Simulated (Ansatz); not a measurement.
# HF/3-21G run of CH7GaSi (SMILES [CH3][GaH][SiH3])

What is the energy change on altering one bond length of CH7GaSi at HF/3-21G? 

The calculation is run with Ansatz 0.2.0.

71 further runs of the same task are left out: 71 set aside as unsound or not needed.

### Step 1. The structure to begin with

CH7GaSi has 10 atoms, charge 0, and is taken as a singlet. As SMILES, `[CH3][GaH][SiH3]`. The coordinates come from a PBE0-D4/def2-TZVP relaxation.

Bond lengths: C1–Ga2 1.971 Å, Ga2–Si3 2.419 Å, C1–H4 1.090 Å, C1–H5 1.094 Å, C1–H6 1.093 Å, Ga2–H7 1.578 Å, Si3–H8 1.492 Å, Si3–H9 1.489 Å, Si3–H10 1.492 Å. Some angles: C1–Ga2–Si3 120.8°, C1–Ga2–H7 118.1°, Si3–Ga2–H7 121.0°, Ga2–C1–H4 113.1°, Ga2–C1–H5 109.2°, Ga2–C1–H6 110.1°, Ga2–Si3–H8 110.2°, Ga2–Si3–H9 114.2°, Ga2–Si3–H10 110.2°, H4–C1–H5 108.5°.

### Step 2. A single-point energy at HF/3-21G

Contents of molecule.yaml:

```yaml
crystal:
  periodic: [false, false, false]
  atoms:
    - symbol: C
      position_ang: [-1.123300, 1.394100, -0.619200]
    - symbol: Ga
      position_ang: [0.561500, 0.659300, 0.093300]
    - symbol: Si
      position_ang: [0.786700, -1.705300, 0.550700]
    - symbol: H
      position_ang: [-1.924300, 0.656600, -0.670400]
    - symbol: H
      position_ang: [-0.947000, 1.785400, -1.626000]
    - symbol: H
      position_ang: [-1.454200, 2.236500, -0.005700]
    - symbol: H
      position_ang: [1.759600, 1.654600, 0.346000]
    - symbol: H
      position_ang: [0.531000, -2.496200, -0.688800]
    - symbol: H
      position_ang: [2.125000, -2.100900, 1.069700]
    - symbol: H
      position_ang: [-0.231700, -2.135100, 1.553300]
basis:
  gaussian: {orbitals: 3-21G-spherical.json}
hamiltonian: {xc: hf}
accuracy: high
output: {orbitals: {seedname: orbitals}}
```

The basis set 3-21G is read from a file made from the Basis Set Exchange's data (not shown).

Launch:

```sh
ansatz run molecule.yaml --threads 1 --pin off --max-ram 3480MiB --events-out events.jsonl --progress --plain --runs-dir runs
```

Log:

```text
Warning: RAYON_NUM_THREADS=1 ignored (pool sized by the plan → 1); use --threads N
Functional definition: HF
  name "HF"
  exchange = exact_x
  correlation = 0
1216 factors; integrals over basis functions are off by at most 7.0e-9 eV
mean field evaluation 1: about -61031.7718 eV, gradient 2.1e1 eV
mean field evaluation 2: about -61031.9711 eV, gradient 2.1e1 eV
mean field evaluation 4: about -61033.3187 eV, gradient 1.8e0 eV
mean field evaluation 8: about -61033.3348 eV, gradient 1.9e-4 eV
mean field -61033.33479752 eV, -2242.9336839285 hartree, gradient 3.0e-8 eV, S^2 0.000000; 0 other end points of the search recorded, 0 dependent functions left out
reference -61033.33479752 eV, -2242.9336839285 hartree; 29, 29 occupied and 29, 29 virtual orbitals, 1216 factors
Total energy: -61033.33479752 eV, -2242.9336839285 hartree
```

Run time: 0.99 s. Hardware: 1 thread of Arm Neoverse V1, shared host; peak memory 0.13 GiB.

### Step 3. The distorted shape at the same level

Contents of run.yaml:

```yaml
crystal:
  periodic: [false, false, false]
  atoms:
    - {symbol: C, position_ang: [-1.024034, 1.141391, -0.803242]}
    - {symbol: Ga, position_ang: [0.660766, 0.406591, -0.090742]}
    - {symbol: Si, position_ang: [0.885966, -1.958009, 0.366658]}
    - {symbol: H, position_ang: [-1.825034, 0.403891, -0.854442]}
    - {symbol: H, position_ang: [-0.847734, 1.532691, -1.810042]}
    - {symbol: H, position_ang: [-1.454200, 2.236500, -0.005700]}
    - {symbol: H, position_ang: [1.858866, 1.401891, 0.161958]}
    - {symbol: H, position_ang: [0.630266, -2.748909, -0.872842]}
    - {symbol: H, position_ang: [2.224266, -2.353609, 0.885658]}
    - {symbol: H, position_ang: [-0.132434, -2.387809, 1.369258]}
basis:
  gaussian:
    orbitals: 3-21G-spherical.json
output: {orbitals: {seedname: orbitals}}
accuracy: high
hamiltonian:
  xc: hf
```

The basis set 3-21G is read from a file made from the Basis Set Exchange's data (not shown).

Launch:

```sh
ansatz run run.yaml --threads 1 --pin off --max-ram 3480MiB --events-out events.jsonl --progress --plain --runs-dir runs
```

Log:

```text
Warning: RAYON_NUM_THREADS=1 ignored (pool sized by the plan → 1); use --threads N
Functional definition: HF
  name "HF"
  exchange = exact_x
  correlation = 0
1218 factors; integrals over basis functions are off by at most 7.7e-9 eV
mean field evaluation 1: about -61030.7380 eV, gradient 1.9e1 eV
mean field evaluation 2: about -61030.9502 eV, gradient 1.9e1 eV
mean field evaluation 4: about -61032.2100 eV, gradient 2.0e0 eV
mean field evaluation 8: about -61032.2275 eV, gradient 2.0e-4 eV
mean field -61032.22746153 eV, -2242.8929900816 hartree, gradient 2.9e-8 eV, S^2 0.000000; 0 other end points of the search recorded, 0 dependent functions left out
reference -61032.22746153 eV, -2242.8929900816 hartree; 29, 29 occupied and 29, 29 virtual orbitals, 1218 factors
Total energy: -61032.22746153 eV, -2242.8929900816 hartree
```

Wall time 0.97 s (1 thread of Arm Neoverse V1, shared host); peak memory 0.13 GiB.

### Step 4. What came out

Level: HF/3-21G.

| quantity | value |
| --- | --- |
| first shape: total energy | -2242.93368 Eh |
| first shape: HOMO energy | -9.75 eV |
| first shape: LUMO energy | 1.06 eV |
| first shape: HOMO–LUMO gap | 10.81 eV |
| distorted shape: total energy | -2242.89299 Eh |
| distorted shape: HOMO energy | -9.76 eV |
| distorted shape: LUMO energy | 1.03 eV |
| distorted shape: HOMO–LUMO gap | 10.79 eV |
| energy change with the C1–H6 bond stretched from 1.093 to 1.421 Å | 1.107 eV |

With the C1–H6 bond stretched from 1.093 to 1.421 Å the energy rises by 1.11 eV (107 kJ/mol). The first shape isn't relaxed at this level, so the change isn't measured from a minimum.
